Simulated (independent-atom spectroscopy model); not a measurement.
# Angle-resolved XPS of CaF2 on SiC

How does the ratio Ca 1s / Si 1s change with emission angle for this film?

Method: angle-resolved photoelectron peak ratio of a uniform film on a substrate: exponential attenuation with lengths from TPP-2M (nominal gaps) and the elastic albedo, Dirac-Hartree-Slater cross sections, magic-angle geometry; computed with independent-atom spectroscopy model, version 2.

### 1 The sample

0.5 nm of CaF2 (2.82 g/cm³) on SiC (3.21 g/cm³).

### 2 Calculation

Input values:

```json
{
  "film": "CaF2",
  "film_density": 2.82,
  "base": "SiC",
  "base_density": 3.21,
  "photon_energy": 5414.7,
  "film_peak": "Ca 1s",
  "base_peak": "Si 1s",
  "thickness": 0.5,
  "emission_angle": [0, 10, 20, 30, 40, 45, 50, 55]
}
```

Units: film_density in g/cm³, base_density in g/cm³, photon_energy in eV, thickness in nm, emission_angle in degrees.

Before running it: what results should come out? Wanted: ratio at normal emission; ratio at 55°.

**Answer**, as computed:

| quantity | value |
| --- | --- |
| ratio at normal emission | 0.131 |
| ratio at 55° | 0.227 |
| attenuation length of the substrate peak in the film | 8.08 nm |
| thickness over that length | 0.06 |

**Reading.** At 0° the substrate keeps 94 % of its signal through 0.062 attenuation lengths of film. Tilting to 55° lengthens the path by 1/cos θ and raises the ratio 1.7-fold. Islands, roughness and grazing exit, where elastic scattering matters more, are outside the model.
